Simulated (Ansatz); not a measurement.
Relaxation of a periodic cell of 23 atoms, Si6SnO16 (host SiO2, host structure P4_2/mnm, dopant Sn, one Si atom removed), to a largest force component of 0.03 eV/Å in at most 60 steps.

Computed with DFT PBE, scalar-relativistic, plane waves, PAW (Ansatz). Settings: PAW set soft_1, cutoff 420 eV, k mesh 2x2x2, gaussian smearing 0.05 eV, no spin polarisation.

```xyz
23
Lattice="-4.1790 -4.1790 0.0000 4.1790 -4.1790 0.0000 0.0000 0.0000 5.3298" Properties=species:S:1:pos:R:3:forces:R:3
Si 0.000 -4.179 0.000 0.00 0.00 0.07
Si 2.090 -2.090 1.332 0.00 0.00 0.00
O 1.280 -2.899 0.000 0.11 0.11 -0.10
O 0.810 -0.810 1.332 0.26 -0.26 0.00
O -1.280 -5.459 0.000 -0.11 -0.11 -0.10
O 3.369 -3.369 1.332 -0.26 0.26 0.00
Si 0.000 -4.179 2.665 0.00 0.00 -0.07
Si 2.090 -2.090 3.997 0.00 0.00 0.00
O 1.280 -2.899 2.665 0.11 0.11 0.10
O 0.810 -0.810 3.997 0.54 -0.54 0.00
O -1.280 -5.459 2.665 -0.11 -0.11 0.10
O 3.369 -3.369 3.997 -0.54 0.54 0.00
Si 0.000 0.000 0.000 0.00 0.00 0.60
Sn -2.090 -2.090 -1.332 0.00 0.00 0.00
O -2.899 -2.899 0.000 -5.51 -5.51 6.29
O 0.810 -4.989 1.332 -1.21 1.21 0.00
O -1.280 -1.280 0.000 5.51 5.51 6.29
O -0.810 -3.369 1.332 1.21 -1.21 0.00
Si 0.000 0.000 2.665 0.00 0.00 -0.60
O -2.899 -2.899 2.665 -5.51 -5.51 -6.29
O 0.810 -4.989 3.997 -5.79 5.79 0.00
O -1.280 -1.280 2.665 5.51 5.51 -6.29
O -0.810 -3.369 3.997 5.79 -5.79 0.00
```

Problem. Where does it end, and by what steps?

Solution. The run converged. Limits of this set-up: coarse k mesh, no spin, though dangling bonds at a vacancy may carry it, a small cell, in which the defect meets its images. After 5 steps the energy has fallen by 4.801 eV; O15 moved furthest, 0.22 Å.

```csv
step,energy less start (eV),largest force component (eV/Å),accepted
0,0.0000,6.290,yes
1,-4.0756,2.085,yes
2,-4.7515,0.769,yes
3,-4.7932,0.347,yes
4,-4.8007,0.085,yes
5,-4.8012,0.018,yes
```

```xyz
23
Lattice="-4.1790 -4.1790 0.0000 4.1790 -4.1790 0.0000 0.0000 0.0000 5.3298" Properties=species:S:1:pos:R:3
Si 0.000 -4.179 0.025
Si 2.090 -2.090 1.332
O 1.282 -2.897 -0.002
O 0.846 -0.846 1.332
O -1.282 -5.461 -0.002
O 3.333 -3.333 1.332
Si 0.000 -4.179 2.640
Si 2.090 -2.090 3.997
O 1.282 -2.897 2.666
O 0.821 -0.821 3.997
O -1.282 -5.461 2.666
O 3.358 -3.358 3.997
Si 0.000 0.000 0.022
Sn -2.090 -2.090 -1.332
O -3.005 -3.005 0.158
O 0.780 -4.959 1.332
O -1.174 -1.174 0.158
O -0.780 -3.399 1.332
Si 0.000 0.000 2.643
O -3.005 -3.005 2.507
O 0.741 -4.920 3.997
O -1.174 -1.174 2.507
O -0.741 -3.438 3.997
```

Time of the run: 15 s on 1 thread of AMD EPYC 9R45 96-Core Processor (Zen 5), with other jobs on the host, peak memory 0.56 GiB.
